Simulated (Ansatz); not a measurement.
Born–Oppenheimer molecular dynamics of a periodic cell of 24 atoms, NaCl (surface NaCl(110)). It starts from a relaxed structure.

Theory: DFT PBE, scalar-relativistic, plane waves, PAW (Ansatz). Settings: accuracy low, cutoff 420 eV, k mesh 1x2x1, fermi-dirac smearing 0.05 eV, no spin polarisation.

```json
{"ensemble": "NVT, Langevin thermostat", "time step": "2 fs", "steps asked": "110", "set temperature": "700 K", "friction": "0.01 /fs", "atoms held": "1, 4, 6, 7", "seed": "445907"}
```

Frames 2 fs apart, positions in Å, forces in eV/Å.

Velocities at 120.0 fs (Å/ps):

```
Na 0.00 0.00 0.00
Cl -1.64 0.81 0.30
Na 2.37 -1.82 6.22
Cl 0.00 0.00 0.00
Na 3.73 -1.20 1.54
Cl 0.00 0.00 0.00
Na 0.00 0.00 0.00
Cl 4.14 5.03 4.11
Na -3.00 6.36 4.33
Cl -3.26 1.61 0.38
Na 2.12 -2.01 2.37
Cl -4.16 -1.35 1.13
Na 0.91 -2.50 0.22
Cl -1.51 4.70 5.02
Na 4.27 -8.16 6.30
Cl 3.14 0.69 1.26
Na 6.64 -6.69 6.12
Cl 2.84 -6.10 5.88
Na -0.46 -6.40 2.95
Cl 11.86 -4.34 3.41
Na -1.74 7.48 -2.82
Cl 0.01 2.64 0.41
Na 1.89 8.26 -3.52
Cl 6.80 3.19 4.71
```

```xyz
24
Lattice="7.9574 0.0000 0.0000 0.0000 5.6267 0.0000 0.0000 0.0000 22.9467" Properties=species:S:1:pos:R:3:forces:R:3 time_fs=120.0 energy_less_start_eV=1.718 T=631
Na 0.000 0.000 1.000 -0.22 -0.09 -0.12
Cl 1.792 0.226 2.835 0.58 -0.59 -0.10
Na 6.230 2.495 2.784 -0.79 0.36 -0.02
Cl 3.979 2.813 1.000 0.27 0.01 -0.37
Na 2.051 2.794 2.652 -0.13 0.36 0.39
Cl 0.000 2.813 1.000 0.24 0.06 -0.76
Na 3.979 0.000 1.000 -0.03 0.00 0.11
Cl 5.953 -0.111 2.771 -0.13 -0.14 -0.08
Na 3.741 -0.177 4.766 0.25 0.06 0.30
Cl 5.872 0.236 6.391 0.38 -0.55 0.25
Na 1.724 2.869 6.882 0.25 0.11 0.39
Cl -0.113 3.062 4.705 0.95 -0.04 0.02
Na 5.998 2.827 6.304 -0.72 0.28 0.88
Cl 3.685 2.600 4.993 -0.15 0.42 -0.38
Na 0.198 0.196 4.874 -0.42 -0.04 0.38
Cl 2.084 0.219 7.440 -0.43 -0.42 -0.69
Na -0.133 0.118 9.327 0.44 -0.26 -0.16
Cl 1.951 -0.082 11.204 0.14 0.12 0.26
Na 6.096 2.456 10.911 0.20 0.22 0.07
Cl 4.360 2.741 8.957 -0.15 0.10 0.00
Na 2.406 2.693 10.829 -0.05 0.13 0.22
Cl 0.333 2.829 9.382 -0.50 0.03 -0.46
Na 3.865 0.088 9.467 0.27 -0.31 -0.29
Cl 6.012 -0.318 11.133 -0.27 0.19 0.15
24
Lattice="7.9574 0.0000 0.0000 0.0000 5.6267 0.0000 0.0000 0.0000 22.9467" Properties=species:S:1:pos:R:3:forces:R:3 time_fs=122.0 energy_less_start_eV=1.742 T=565
Na 0.000 0.000 1.000 -0.22 -0.09 -0.12
Cl 1.789 0.226 2.835 0.60 -0.59 -0.08
Na 6.234 2.491 2.798 -0.79 0.38 -0.07
Cl 3.979 2.813 1.000 0.28 0.01 -0.37
Na 2.057 2.791 2.655 -0.15 0.36 0.38
Cl 0.000 2.813 1.000 0.23 0.06 -0.74
Na 3.979 0.000 1.000 -0.01 0.00 0.12
Cl 5.961 -0.101 2.779 -0.16 -0.18 -0.09
Na 3.736 -0.165 4.775 0.25 0.05 0.28
Cl 5.865 0.239 6.391 0.40 -0.57 0.26
Na 1.729 2.864 6.886 0.23 0.11 0.38
Cl -0.120 3.058 4.708 1.01 -0.04 0.04
Na 6.001 2.822 6.305 -0.74 0.29 0.90
Cl 3.682 2.611 5.001 -0.15 0.41 -0.39
Na 0.207 0.182 4.885 -0.44 -0.02 0.37
Cl 2.090 0.220 7.442 -0.44 -0.42 -0.68
Na -0.119 0.105 9.340 0.43 -0.23 -0.16
Cl 1.957 -0.093 11.215 0.16 0.15 0.23
Na 6.095 2.443 10.918 0.23 0.24 0.10
Cl 4.383 2.732 8.964 -0.20 0.14 -0.01
Na 2.402 2.707 10.826 -0.02 0.11 0.23
Cl 0.333 2.834 9.381 -0.50 0.01 -0.47
Na 3.869 0.103 9.463 0.28 -0.34 -0.25
Cl 6.026 -0.313 11.142 -0.30 0.17 0.14
24
Lattice="7.9574 0.0000 0.0000 0.0000 5.6267 0.0000 0.0000 0.0000 22.9467" Properties=species:S:1:pos:R:3:forces:R:3 time_fs=124.0 energy_less_start_eV=1.765 T=594
Na 0.000 0.000 1.000 -0.23 -0.09 -0.12
Cl 1.788 0.226 2.834 0.61 -0.59 -0.06
Na 6.236 2.487 2.812 -0.79 0.40 -0.13
Cl 3.979 2.813 1.000 0.28 0.01 -0.36
Na 2.059 2.789 2.660 -0.16 0.37 0.37
Cl 0.000 2.813 1.000 0.22 0.06 -0.71
Na 3.979 0.000 1.000 0.00 -0.01 0.13
Cl 5.969 -0.091 2.788 -0.19 -0.22 -0.10
Na 3.733 -0.153 4.784 0.25 0.04 0.27
Cl 5.858 0.241 6.391 0.42 -0.58 0.26
Na 1.733 2.860 6.887 0.22 0.12 0.38
Cl -0.123 3.053 4.710 1.06 -0.03 0.05
Na 6.005 2.816 6.307 -0.75 0.31 0.93
Cl 3.682 2.624 5.010 -0.16 0.40 -0.40
Na 0.218 0.171 4.894 -0.46 -0.01 0.37
Cl 2.094 0.220 7.444 -0.45 -0.43 -0.68
Na -0.103 0.093 9.352 0.42 -0.21 -0.16
Cl 1.963 -0.103 11.226 0.18 0.17 0.21
Na 6.092 2.434 10.924 0.27 0.25 0.12
Cl 4.407 2.723 8.970 -0.25 0.17 -0.03
Na 2.398 2.720 10.822 0.01 0.10 0.24
Cl 0.334 2.839 9.377 -0.49 -0.02 -0.47
Na 3.871 0.118 9.461 0.29 -0.37 -0.23
Cl 6.041 -0.309 11.152 -0.32 0.15 0.13
24
Lattice="7.9574 0.0000 0.0000 0.0000 5.6267 0.0000 0.0000 0.0000 22.9467" Properties=species:S:1:pos:R:3:forces:R:3 time_fs=126.0 energy_less_start_eV=1.783 T=625
Na 0.000 0.000 1.000 -0.24 -0.09 -0.12
Cl 1.786 0.227 2.832 0.63 -0.59 -0.04
Na 6.238 2.483 2.827 -0.78 0.43 -0.18
Cl 3.979 2.813 1.000 0.27 0.02 -0.34
Na 2.058 2.790 2.666 -0.15 0.37 0.35
Cl 0.000 2.813 1.000 0.20 0.06 -0.68
Na 3.979 0.000 1.000 0.02 -0.01 0.15
Cl 5.975 -0.081 2.798 -0.21 -0.27 -0.12
Na 3.732 -0.141 4.796 0.25 0.04 0.24
Cl 5.852 0.243 6.390 0.45 -0.60 0.27
Na 1.740 2.857 6.888 0.20 0.12 0.38
Cl -0.124 3.046 4.714 1.10 -0.01 0.07
Na 6.008 2.814 6.310 -0.75 0.32 0.94
Cl 3.684 2.639 5.019 -0.17 0.39 -0.42
Na 0.231 0.158 4.903 -0.48 0.00 0.37
Cl 2.099 0.220 7.445 -0.45 -0.43 -0.67
Na -0.086 0.078 9.362 0.41 -0.18 -0.16
Cl 1.971 -0.112 11.237 0.20 0.19 0.18
Na 6.089 2.429 10.931 0.30 0.26 0.14
Cl 4.429 2.714 8.974 -0.31 0.20 -0.04
Na 2.394 2.733 10.819 0.03 0.09 0.24
Cl 0.336 2.844 9.372 -0.49 -0.05 -0.47
Na 3.873 0.135 9.461 0.30 -0.40 -0.20
Cl 6.056 -0.305 11.161 -0.35 0.14 0.13
24
Lattice="7.9574 0.0000 0.0000 0.0000 5.6267 0.0000 0.0000 0.0000 22.9467" Properties=species:S:1:pos:R:3:forces:R:3 time_fs=128.0 energy_less_start_eV=1.795 T=568
Na 0.000 0.000 1.000 -0.24 -0.09 -0.12
Cl 1.784 0.227 2.833 0.65 -0.58 -0.03
Na 6.238 2.480 2.842 -0.78 0.46 -0.24
Cl 3.979 2.813 1.000 0.26 0.02 -0.32
Na 2.056 2.791 2.674 -0.14 0.37 0.33
Cl 0.000 2.813 1.000 0.18 0.06 -0.65
Na 3.979 0.000 1.000 0.03 -0.01 0.16
Cl 5.981 -0.071 2.808 -0.22 -0.31 -0.14
Na 3.733 -0.128 4.809 0.23 0.04 0.21
Cl 5.846 0.245 6.388 0.47 -0.60 0.28
Na 1.747 2.855 6.890 0.19 0.13 0.38
Cl -0.123 3.037 4.717 1.13 0.00 0.09
Na 6.010 2.815 6.314 -0.75 0.32 0.95
Cl 3.687 2.657 5.027 -0.17 0.37 -0.42
Na 0.243 0.144 4.911 -0.50 0.01 0.36
Cl 2.103 0.220 7.444 -0.45 -0.43 -0.66
Na -0.072 0.061 9.373 0.40 -0.15 -0.16
Cl 1.977 -0.118 11.250 0.21 0.20 0.16
Na 6.085 2.426 10.938 0.34 0.26 0.16
Cl 4.451 2.706 8.976 -0.36 0.23 -0.05
Na 2.390 2.747 10.818 0.05 0.08 0.24
Cl 0.336 2.850 9.367 -0.48 -0.08 -0.47
Na 3.875 0.149 9.460 0.31 -0.43 -0.18
Cl 6.071 -0.300 11.171 -0.38 0.13 0.12
24
Lattice="7.9574 0.0000 0.0000 0.0000 5.6267 0.0000 0.0000 0.0000 22.9467" Properties=species:S:1:pos:R:3:forces:R:3 time_fs=130.0 energy_less_start_eV=1.803 T=548
Na 0.000 0.000 1.000 -0.24 -0.09 -0.12
Cl 1.782 0.227 2.835 0.67 -0.58 -0.03
Na 6.237 2.476 2.857 -0.76 0.49 -0.28
Cl 3.979 2.813 1.000 0.26 0.02 -0.30
Na 2.056 2.793 2.681 -0.14 0.37 0.30
Cl 0.000 2.813 1.000 0.17 0.07 -0.62
Na 3.979 0.000 1.000 0.04 -0.01 0.17
Cl 5.987 -0.062 2.817 -0.24 -0.36 -0.15
Na 3.733 -0.115 4.822 0.22 0.03 0.18
Cl 5.842 0.245 6.386 0.50 -0.59 0.30
Na 1.754 2.853 6.892 0.17 0.13 0.37
Cl -0.121 3.030 4.719 1.15 0.00 0.13
Na 6.011 2.818 6.320 -0.73 0.31 0.94
Cl 3.689 2.673 5.033 -0.17 0.35 -0.43
Na 0.254 0.132 4.918 -0.53 0.02 0.36
Cl 2.108 0.220 7.443 -0.45 -0.43 -0.65
Na -0.059 0.044 9.382 0.39 -0.12 -0.16
Cl 1.984 -0.123 11.264 0.23 0.22 0.13
Na 6.083 2.422 10.944 0.37 0.26 0.18
Cl 4.470 2.697 8.978 -0.40 0.27 -0.06
Na 2.385 2.761 10.818 0.07 0.07 0.24
Cl 0.335 2.853 9.361 -0.46 -0.10 -0.46
Na 3.878 0.163 9.456 0.31 -0.46 -0.15
Cl 6.085 -0.295 11.181 -0.40 0.12 0.11
24
Lattice="7.9574 0.0000 0.0000 0.0000 5.6267 0.0000 0.0000 0.0000 22.9467" Properties=species:S:1:pos:R:3:forces:R:3 time_fs=132.0 energy_less_start_eV=1.806 T=560
Na 0.000 0.000 1.000 -0.24 -0.09 -0.11
Cl 1.781 0.229 2.840 0.68 -0.57 -0.03
Na 6.236 2.471 2.869 -0.75 0.53 -0.31
Cl 3.979 2.813 1.000 0.25 0.02 -0.29
Na 2.057 2.797 2.687 -0.14 0.37 0.29
Cl 0.000 2.813 1.000 0.15 0.07 -0.60
Na 3.979 0.000 1.000 0.05 -0.01 0.18
Cl 5.995 -0.055 2.825 -0.27 -0.40 -0.17
Na 3.730 -0.102 4.837 0.21 0.03 0.16
Cl 5.837 0.244 6.383 0.52 -0.58 0.32
Na 1.764 2.848 6.893 0.15 0.14 0.37
Cl -0.118 3.025 4.722 1.14 0.00 0.16
Na 6.011 2.823 6.330 -0.70 0.30 0.92
Cl 3.691 2.687 5.039 -0.17 0.34 -0.43
Na 0.265 0.123 4.924 -0.55 0.03 0.36
Cl 2.113 0.222 7.442 -0.45 -0.44 -0.64
Na -0.045 0.026 9.392 0.37 -0.09 -0.16
Cl 1.991 -0.127 11.279 0.25 0.23 0.09
Na 6.082 2.418 10.952 0.39 0.27 0.19
Cl 4.487 2.689 8.980 -0.43 0.31 -0.07
Na 2.380 2.774 10.820 0.08 0.06 0.24
Cl 0.334 2.853 9.353 -0.44 -0.12 -0.44
Na 3.880 0.176 9.449 0.31 -0.50 -0.11
Cl 6.097 -0.289 11.194 -0.41 0.10 0.10
24
Lattice="7.9574 0.0000 0.0000 0.0000 5.6267 0.0000 0.0000 0.0000 22.9467" Properties=species:S:1:pos:R:3:forces:R:3 time_fs=134.0 energy_less_start_eV=1.799 T=602
Na 0.000 0.000 1.000 -0.23 -0.08 -0.10
Cl 1.783 0.232 2.844 0.69 -0.57 -0.04
Na 6.234 2.467 2.878 -0.73 0.56 -0.33
Cl 3.979 2.813 1.000 0.25 0.03 -0.28
Na 2.058 2.801 2.693 -0.14 0.36 0.27
Cl 0.000 2.813 1.000 0.15 0.07 -0.58
Na 3.979 0.000 1.000 0.06 -0.01 0.20
Cl 6.004 -0.048 2.831 -0.29 -0.44 -0.18
Na 3.725 -0.090 4.852 0.20 0.02 0.13
Cl 5.832 0.242 6.381 0.54 -0.56 0.33
Na 1.773 2.842 6.896 0.14 0.15 0.36
Cl -0.113 3.020 4.727 1.11 0.00 0.19
Na 6.010 2.829 6.344 -0.67 0.29 0.88
Cl 3.694 2.699 5.046 -0.16 0.33 -0.44
Na 0.273 0.116 4.932 -0.57 0.04 0.35
Cl 2.119 0.224 7.440 -0.46 -0.45 -0.62
Na -0.028 0.008 9.403 0.34 -0.06 -0.15
Cl 1.999 -0.130 11.294 0.26 0.24 0.06
Na 6.080 2.414 10.961 0.41 0.28 0.20
Cl 4.504 2.682 8.983 -0.46 0.36 -0.08
Na 2.376 2.791 10.823 0.09 0.04 0.23
Cl 0.332 2.852 9.344 -0.41 -0.13 -0.42
Na 3.882 0.190 9.441 0.31 -0.54 -0.08
Cl 6.108 -0.282 11.207 -0.41 0.08 0.08
24
Lattice="7.9574 0.0000 0.0000 0.0000 5.6267 0.0000 0.0000 0.0000 22.9467" Properties=species:S:1:pos:R:3:forces:R:3 time_fs=136.0 energy_less_start_eV=1.783 T=674
Na 0.000 0.000 1.000 -0.22 -0.08 -0.09
Cl 1.787 0.234 2.849 0.68 -0.57 -0.04
Na 6.232 2.467 2.886 -0.71 0.59 -0.33
Cl 3.979 2.813 1.000 0.24 0.03 -0.27
Na 2.059 2.806 2.703 -0.14 0.36 0.25
Cl 0.000 2.813 1.000 0.15 0.07 -0.56
Na 3.979 0.000 1.000 0.07 -0.01 0.21
Cl 6.014 -0.041 2.839 -0.31 -0.47 -0.19
Na 3.721 -0.081 4.864 0.20 0.02 0.11
Cl 5.828 0.237 6.380 0.56 -0.53 0.35
Na 1.782 2.835 6.898 0.12 0.17 0.35
Cl -0.106 3.014 4.732 1.07 0.00 0.22
Na 6.009 2.834 6.359 -0.62 0.27 0.84
Cl 3.697 2.711 5.055 -0.15 0.32 -0.44
Na 0.281 0.110 4.941 -0.58 0.04 0.34
Cl 2.126 0.225 7.435 -0.47 -0.47 -0.59
Na -0.008 -0.010 9.414 0.31 -0.04 -0.14
Cl 2.009 -0.131 11.309 0.27 0.25 0.03
Na 6.080 2.411 10.974 0.42 0.29 0.20
Cl 4.521 2.675 8.986 -0.48 0.40 -0.07
Na 2.370 2.808 10.828 0.10 0.02 0.21
Cl 0.329 2.848 9.334 -0.38 -0.14 -0.39
Na 3.884 0.203 9.434 0.31 -0.57 -0.05
Cl 6.119 -0.273 11.219 -0.41 0.06 0.07
```

Of the whole run (220 fs, mean temperature of the second half 654 K): A run of 0.22 ps of so small a system gives no equilibrium averages. Limits of this set-up: coarse k mesh, slab without dipole correction, low accuracy level.

Time of the run: 10 min on 2 threads of Arm Neoverse V2 (shared host), peak memory 1.5 GiB.
